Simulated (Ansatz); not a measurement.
# CuCH₃ (singlet): from Hartree-Fock to the top rungs, def2-SVP

One table from this session's results is given with a row withheld; the runs are named, their logs left out.

Method: def2-SVP, core rule «outside noble gas», up to 10 orbitals frozen; program: Ansatz 0.2.0, Gaussian basis.

The runs, in order: UHF; CCSD(T) on RHF; CISD; CCSDT(Q) on RHF; CASSCF and NEVPT2, 18 electrons in 13 orbitals.

5 further runs of the same task are left out: 5 set aside as unsound or not needed.

## The system

The geometry is a PBE0/def2-TZVP stationary point (not a proven minimum) of the parent state, kept for this charge and spin.

5 atoms, charge 0, spin multiplicity 1.

Atoms are counted from 1 here; the program's logs count them from 0.

Bond lengths: Cu1–C2 1.987 Å, C2–H3 1.092 Å, C2–H4 1.092 Å, C2–H5 1.092 Å. Angles: Cu1–C2–H3 106.4°, Cu1–C2–H4 106.4°, Cu1–C2–H5 106.4°, H3–C2–H4 112.3°, H3–C2–H5 112.3°, H4–C2–H5 112.3°.

Set-up of the first run:

File in.yaml:

```yaml
crystal:
  periodic: [false, false, false]
  atoms:
    - {symbol: Cu, position_ang: [-0.392116, 0.002944, 0.002469]}
    - {symbol: C, position_ang: [1.595184, -0.011976, -0.010043]}
    - {symbol: H, position_ang: [1.896423, -1.061242, -0.006817]}
    - {symbol: H, position_ang: [1.913906, 0.513613, 0.892114]}
    - {symbol: H, position_ang: [1.902423, 0.504740, -0.921264]}
basis:
  gaussian: {orbitals: def2-SVP}
magnetization: {spin_polarized: true, initial_magnetization: 0}
hamiltonian: {xc: hf}
output: {orbitals: {seedname: orbitals}}
```

On the command line:

```bash
> ansatz run in.yaml --threads 1 --pin off --events-out ev --progress --plain --max-ram 4096MiB --backend cpu
```

Among the steps run: UHF; CCSD(T) on RHF; CISD; CCSDT(Q) on RHF; CASSCF and NEVPT2, 18 electrons in 13 orbitals.

One of the session's tables, all rows but one given; the rest of the session is left out.

| method | from RCCSDT(Q) (meV) |
| --- | --- |
| RHF | ? |
| RMP2 | -17.3 |
| CISD | +1650.8 |
| RCCSD | +481.2 |
| RCCSD(T) | -32.4 |
| RCCSDT | -45.8 |
| RCCSDT(Q) | 0 |
| CASSCF valence | +10263.1 |
| NEVPT2 valence | +1254.6 |

Q: Estimate the row for RHF from the others.

**Answer.** from RCCSDT(Q) (meV): +12716.0. In the column «from RCCSDT(Q) (meV)» it is the highest.
